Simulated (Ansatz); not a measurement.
## LaTiO3, space group Pm-3m: a relaxation of cell and ions

Run with Ansatz 0.2.0 through its Python package.

Script `vcrelax_latio3.py`:
```python
from dataclasses import dataclass
import itertools
import json
import logging
import sys

import ansatz as az
from ase import Atoms
from ase.data import atomic_numbers
import numpy as np
from pymatgen.core import Structure
import spglib

logging.basicConfig(stream=sys.stdout, format='[%(levelname)s] %(message)s')
log = logging.getLogger('latio3')
log.setLevel(logging.INFO)


@dataclass
class Settings:
    functional: str = 'r2scan'
    cutoff: int = 530
    kspacing: float = 0.29
    occupations: str = 'fermi_dirac'
    smearing_width: float = 0.1
    force_tol: float = 0.02


settings = Settings()

def edges_and_angles(cell):
    cell = np.asarray(cell)
    a, b, c = np.linalg.norm(cell, axis=1)
    cosines = cell[1] @ cell[2] / (b * c), cell[0] @ cell[2] / (a * c), cell[0] @ cell[1] / (a * b)
    return (a, b, c, *np.degrees(np.arccos(cosines)))

atoms = Atoms(
    ['La', 'Ti', 'O', 'O', 'O'],
    scaled_positions=[
        [0.0, 0.0, 0.0],
        [0.5, 0.5, 0.5],
        [0.5, 0.5, 0.0],
        [0.0, 0.5, 0.5],
        [0.5, 0.0, 0.5],
    ],
    cell=[
        [3.92, 0.0, 0.0],
        [0.0, 3.92, 0.0],
        [0.0, 0.0, 3.92],
    ],
    pbc=True,
)
structure = az.Crystal.from_ase(atoms)

job = (
    structure.calculation()
    .functional(settings.functional)
    .basis(settings.cutoff)
    .kpoints(spacing=settings.kspacing)
    .occupations(settings.occupations, width=settings.smearing_width)
    .relax(force_tolerance=settings.force_tol, max_steps=30, pressure=100 * az.kbar)
    .density()
)
done = job.run(threads=1, events_out='events.ndjson')
with open('events.ndjson') as stream:
    events = [json.loads(line) for line in stream]
steps = [e['data'] for e in events if e['event'] == 'relax_step']
r = done.report
for s in steps:
    flag = '' if s['accepted'] else '  (rejected)'
    log.info('step %2d  E = %.5f eV  largest force component = %.4f eV/A%s' % (s['step'], s['lagrangian_ev'], s['allowed_force_max_ev_ang'], flag))

first, last = steps[0], steps[-1]
symbols = [site.symbol for site in done.lattice.sites]
log.info(f'energy gained {first["lagrangian_ev"] - last["lagrangian_ev"]:.4f} eV in {len(steps) - 1} steps')
for label, vectors in (('before', first['cell_ang']), ('after', done.lattice.cell_ang)):
    print(label, 'a b c (A) {:.4f} {:.4f} {:.4f}  angles {:.2f} {:.2f} {:.2f}'.format(*edges_and_angles(vectors)), f' V = {abs(np.linalg.det(vectors)):.3f} A^3')
print('final stress xx yy zz (GPa, compression positive):', np.round(np.diag(r['stress_gpa']), 3) + 0.0)

log.info('relaxed fractional positions')
for site in done.lattice.sites:
    print(f'  {site.symbol:2s}', ' '.join(f'{v % 1:8.5f}' for v in np.round(site.position_frac, 5)))

log.info('atom   start x y z (A)              end x y z (A)')
for symbol, a, b in zip(symbols, first['positions_ang'], last['positions_ang']):
    print(f'{symbol:3s}', ' '.join(f'{v:8.4f}' for v in a), '  ', ' '.join(f'{v:8.4f}' for v in b))

fractions = [site.position_frac for site in done.lattice.sites]
numbers = [atomic_numbers[s] for s in symbols]
for tolerance in (1e-3, 1e-2, 1e-1):
    print(f'space group at {tolerance} A:', spglib.get_spacegroup((done.lattice.cell_ang, fractions, numbers), symprec=tolerance))

n_atoms = len(r['lattice']['sites'])
print('F =', round(r['free_energy_ev'], 4), 'eV for', n_atoms, 'atoms')
print('E(sigma -> 0) =', round(r['energy_sigma0_ev'], 4), 'eV, TS =', round(r['entropy_ts_ev'], 5), 'eV')
print('closed by', r['closed_by'], 'after', r['n_iterations'], 'iterations')

final = Structure(done.lattice.cell_ang, [s.symbol for s in done.lattice.sites], [s.position_frac for s in done.lattice.sites])
distances = np.array([n.nn_distance for shell in final.get_all_neighbors(6.0) for n in shell])
values, counts = np.unique(distances.round(2), return_counts=True)
log.info('distance (A)  neighbours per atom')
for value, count in list(zip(values, counts))[:14]:
    log.info(f'{value:10.2f} {count / len(final):10.2f}')

rho = done.density()
total = sum(channel.density_e_per_ang3 for channel in rho.channels[:2])
grid_cell = np.asarray(rho.fft_grid_basis) @ done.lattice.cell_ang
mesh = np.stack(np.meshgrid(*[np.arange(n) / n for n in rho.dims], indexing='ij'), axis=-1)
for site in done.lattice.sites:
    offset = mesh - site.position_ang @ np.linalg.inv(grid_cell)
    offset -= offset.round()
    distance = np.min([np.linalg.norm((offset + shift) @ grid_cell, axis=-1) for shift in itertools.product((-1, 0, 1), repeat=3)], axis=0)
    inside = [total[distance < radius].sum() * rho.cell_volume_ang3 / total.size for radius in (0.8, 1.0, 1.2)]
    print(site.symbol, 'electrons within 0.8, 1.0, 1.2 A:', np.round(inside, 2))
```

Running `python vcrelax_latio3.py` prints:
```text
[INFO] step  1  E = -10484.43463 eV  largest force component = 0.0000 eV/A
[INFO] step  2  E = -10484.33843 eV  largest force component = 0.0000 eV/A
[INFO] step  3  E = -10484.36010 eV  largest force component = 0.0000 eV/A
[INFO] step  4  E = -10484.35903 eV  largest force component = 0.0000 eV/A
[INFO] step  5  E = -10484.35756 eV  largest force component = 0.0000 eV/A
[INFO] energy gained -0.0771 eV in 4 steps
before a b c (A) 3.9200 3.9200 3.9200  angles 90.00 90.00 90.00  V = 60.236 A^3
after a b c (A) 3.8747 3.8747 3.8747  angles 90.00 90.00 90.00  V = 58.170 A^3
final stress xx yy zz (GPa, compression positive): [10.007 10.007 10.007]
[INFO] relaxed fractional positions
  La  0.00000  0.00000  0.00000
  Ti  0.50000  0.50000  0.50000
  O   0.50000  0.50000  0.00000
  O   0.00000  0.50000  0.50000
  O   0.50000  0.00000  0.50000
[INFO] atom   start x y z (A)              end x y z (A)
La    0.0000   0.0000   0.0000      0.0000  -0.0000  -0.0000
Ti    1.9600   1.9600   1.9600      1.9373   1.9373   1.9373
O     1.9600   1.9600   0.0000      1.9373   1.9373  -0.0000
O     0.0000   1.9600   1.9600      0.0000   1.9373   1.9373
O     1.9600   0.0000   1.9600      1.9373   0.0000   1.9373
space group at 0.001 A: Pm-3m (221)
space group at 0.01 A: Pm-3m (221)
space group at 0.1 A: Pm-3m (221)
F = -10484.3576 eV for 5 atoms
E(sigma -> 0) = -10484.3237 eV, TS = 0.06774 eV
closed by deck_thresholds after 5 iterations
[INFO] distance (A)  neighbours per atom
[INFO]       1.94       2.40
[INFO]       2.74       9.60
[INFO]       3.36       3.20
[INFO]       3.87       6.00
[INFO]       4.33       9.60
[INFO]       4.75      19.20
[INFO]       5.48      12.00
[INFO]       5.81      12.00
La electrons within 0.8, 1.0, 1.2 A: [3.45 5.5  7.16]
Ti electrons within 0.8, 1.0, 1.2 A: [ 8.1   9.3  10.55]
O electrons within 0.8, 1.0, 1.2 A: [5.01 6.07 7.03]
O electrons within 0.8, 1.0, 1.2 A: [5.01 6.07 7.03]
O electrons within 0.8, 1.0, 1.2 A: [5.01 6.07 7.03]
```

Caveats:
- Absolute energies stand on the zero of these potentials, so only differences at equal settings mean something.
- The cell holds an odd number of electrons and is run without spin, so a magnetic state may lie lower.
- Forces vanish by symmetry, so the ions can't move, and the end may be a saddle.
- Part of the cell is held or a pressure is applied, so the end point needn't be the zero-pressure lattice.
- At a fixed pressure a relaxation lowers the enthalpy F + PV, while F alone can rise.
- For a metal this k-point mesh is coarse: on a finer one energies can move by several to tens of meV an atom and pressures by half a GPa or more, differences at one mesh by less.
- Energies along a relaxation are free energies. Rows at an unchanged volume are solved on a plane-wave basis chosen afresh for that cell, so the energy jumps there and such rows are no steps of the walk.
- Symmetry holds the cell in this phase, whether or not it is the stable one at this pressure.
- Densities and potentials on the grid are those of the valence electrons, and inside the cores they hang on the potentials used.
- The structure is a deposited one; some such entries were measured under pressure or heat, so a shift against it needn't be the functional's error alone.
- It ran for 21 s on 1 thread of Arm Neoverse V2, on a shared host, peak memory 0.59 GiB.

(Lines on the test bed's own set-up are left out of the output.)
